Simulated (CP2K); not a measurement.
**AlIn under changes of volume**

One of the cells (23.540 Å³/atom); the others are scaled copies at fixed shape and fractional positions:

```
Al In
1.0
     3.05413    0.00000    0.00000
    -1.52707    2.64496    0.00000
     0.00000    0.00000    5.82802
Al In
1 1
Direct
  0.00000 0.00000 0.00000
  0.00000 0.00000 0.50000
```

The cell was built by a generator and needn't be a form met in nature.

```yaml
Program: CP2K 2026.2
Functional: PBE
Potentials_or_basis: POTENTIAL_UZH Al GTH-PBE-q3, In GTH-PBE-q13; TZVP-MOLOPT-PBE-GTH basis
Density_cutoff: 6123 eV
k_mesh: 10 × 10 × 5
Occupations: fermi-dirac, width 0.05 eV
Spin: no spin polarisation
```

```csv
volume (Å³/atom),energy over the lowest point (meV/atom),pressure (GPa)
22.127,14.73,3.5
22.598,6.36,2.2
23.069,1.58,1.1
23.540,0.00,0.1
24.010,1.24,-0.8
24.481,?,?
24.952,10.38,-2.2
```

Q: What does the run at 24.481 Å³/atom give?

A: Energy over the lowest point 4.83 meV/atom; pressure -1.6 GPa.

Worked out: A Birch-Murnaghan fit of order 3 (a polynomial in V^(-2/3)) to the other rows has its minimum at 23.56 Å³/atom with B0 = V·E''(V) = 46 GPa and B' = 6.3 at fixed shape and positions, which overstates the stiffness. It gives 4.77 meV/atom at 24.481 Å³/atom, against the run's 4.83, and -dE/dV = -1.6 GPa, against -1.6.

Energies are extrapolated to zero smearing.

Caveats: the basis of atomic orbitals isn't converged, which shifts pressures, moduli and gaps.
